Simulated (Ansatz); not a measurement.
Runs of Ansatz 0.2.0 on Ge2Sb2Te5. Symmetry: P-3m1, No. 164, trigonal system. Conventional cell: a = 4.294 Å, b = 4.294 Å, c = 17.101 Å, α = 90.00°, β = 90.00°, γ = 120.00°. Te (site symmetry 3m) has 3 Sb at 3.01 Å as nearest neighbours. Te (site symmetry 3m) is surrounded by 3 Ge at 3.00 Å and 3 Sb at 3.20 Å. Te (site symmetry -3m) is surrounded by 6 Ge at 3.04 Å. Sb (site symmetry 3m) has 6 Te at 3.01 to 3.20 Å as nearest neighbours. Around Ge (site symmetry 3m) lie 6 Te at 3.00 to 3.04 Å. The cell comes from a database or a generator and needn't be the stable form of this composition.

| task | level | cell | k mesh | cutoff (eV) | smearing | target pressure (GPa) | points for each segment of the path | gap on the mesh (eV) | pressure (GPa) | largest force (eV/Å) |
| --- | --- | --- | --- | --- | --- | --- | --- | --- | --- | --- |
| single point | PBE | as given | 7 × 7 × 2 | 420 | gaussian 0.014 eV | - | - | 0.28 | 0.3 | 0.09 |
| single point | PBE | as given | 7 × 7 × 2 | 420 | gaussian 0.013 eV | - | - | 0.28 | 0.3 | 0.09 |
| relaxation of cell and atoms | PBE | relaxed to 5 GPa | 5 × 5 × 2 | 420 | fermi-dirac 0.05 eV | 5 | - | none | 5.0 | - |
| band structure | r2SCAN | as given | 7 × 7 × 2 | 500 | fermi-dirac 0.05 eV | - | 10 | 0.22 | -0.5 | (a) |

Alike in all rows: potentials or basis Ansatz PAW; no spin polarisation.

Problem. Fill in the values left out.

Solution. (a) 0.27.

Caveats: spin-orbit coupling is left out, which moves the levels of the heavy elements (some runs); odd divisions of the mesh miss points on the zone boundary, where band edges often lie, so the gap on the mesh can be too wide (some runs); the plane-wave basis is chosen anew once the cell has moved, so the energies of steps on either side of that aren't comparable (some runs); the PAW data sets come from PBE, with cores solved anew for the run's functional, which leaves a small shift of forces and pressure (some runs).

A k mesh can miss the band edges, and the runs leave out spin-orbit coupling on Ge, Sb, Te.

A gap of «none» marks a metal or a gap under the smearing width.
